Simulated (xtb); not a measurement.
# triplet C2H6BSb: GFN1-xTB (ALPB water, reference state reference)

We compute a structure relaxation of triplet C2H6BSb. 

The calculation is run with xtb 6.7.1.

4 further runs of the same task are left out: 4 set aside as unsound or not needed.

### Step 1. The system as given

C2H6BSb has 10 atoms, charge 0, and is taken as a triplet. SMILES of the parent species: `C=C[BH][SbH2]`. The shape was relaxed beforehand at GFN2-xTB. The run starts from this shape.

Bond lengths: C1–C2 1.336 Å, C2–B3 1.531 Å, B3–Sb4 2.191 Å, C1–H5 1.079 Å, C1–H6 1.080 Å, C2–H7 1.088 Å, B3–H8 1.168 Å, Sb4–H9 1.685 Å, Sb4–H10 1.686 Å. Some angles: C1–C2–B3 123.8°, C2–B3–Sb4 120.2°, C1–C2–H7 116.5°, B3–C2–H7 119.7°, C2–C1–H5 121.1°, C2–C1–H6 123.0°, C2–B3–H8 120.3°, Sb4–B3–H8 119.1°, B3–Sb4–H9 96.2°, B3–Sb4–H10 96.3°.

### Step 2. A geometry optimisation at GFN1-xTB (ALPB water, reference state reference)

xcontrol

```
$chrg 0
$spin 2
$end
```

geo.gen

```
10 C
 C B Sb H
   1  1     -1.31159100      1.54148800      0.21139900
   2  1     -0.31918800      0.73312600      0.59396600
   3  2      0.58234200     -0.02831300     -0.38163400
   4  3      1.64974100     -1.82490700      0.27575100
   5  4     -1.51330000      1.71975600     -0.83330300
   6  4     -1.97583800      2.02889400      0.90959700
   7  4     -0.19625100      0.58950600      1.66541900
   8  4      0.79737300      0.40338300     -1.44537500
   9  4      2.06071900     -2.36666400     -1.26585100
  10  4      0.30909300     -2.84747000      0.27282900
```

Run with:

```
$ xtb geo.gen --alpb water reference --wbo --pop -o sloppy -I xcontrol --gfn1 -P 1 > xtb.out
```

What values should one expect? Wanted: total energy at the end; dipole moment; HOMO energy; LUMO energy; dispersion energy; solvent term in the energy.

Computed results:

Level: GFN1-xTB (ALPB water, reference state reference).

```
                   quantity         value
    total energy at the end  -11.24141 Eh
              dipole moment        3.38 D
HOMO energy (partly filled)      -8.52 eV
                LUMO energy      -6.28 eV
          dispersion energy  -8.62 kJ/mol
 solvent term in the energy   -2.0 kJ/mol
```

**Reading.** At the final geometry: Bond lengths: C1–C2 1.374 Å, C2–B3 1.476 Å, B3–Sb4 2.245 Å, C1–H5 1.079 Å, C1–H6 1.081 Å, C2–H7 1.087 Å, B3–H8 1.192 Å, Sb4–H9 1.684 Å, Sb4–H10 1.704 Å. Some angles: C1–C2–B3 124.5°, C2–B3–Sb4 116.3°, C1–C2–H7 116.0°, B3–C2–H7 119.4°, C2–C1–H5 121.5°, C2–C1–H6 121.1°, C2–B3–H8 134.4°, Sb4–B3–H8 107.4°, B3–Sb4–H9 98.8°, B3–Sb4–H10 105.7°. The optimisation took 9 steps and changed the energy by -0.259 eV. Mulliken charges run from -0.11 on C1 to +0.27 on Sb4.
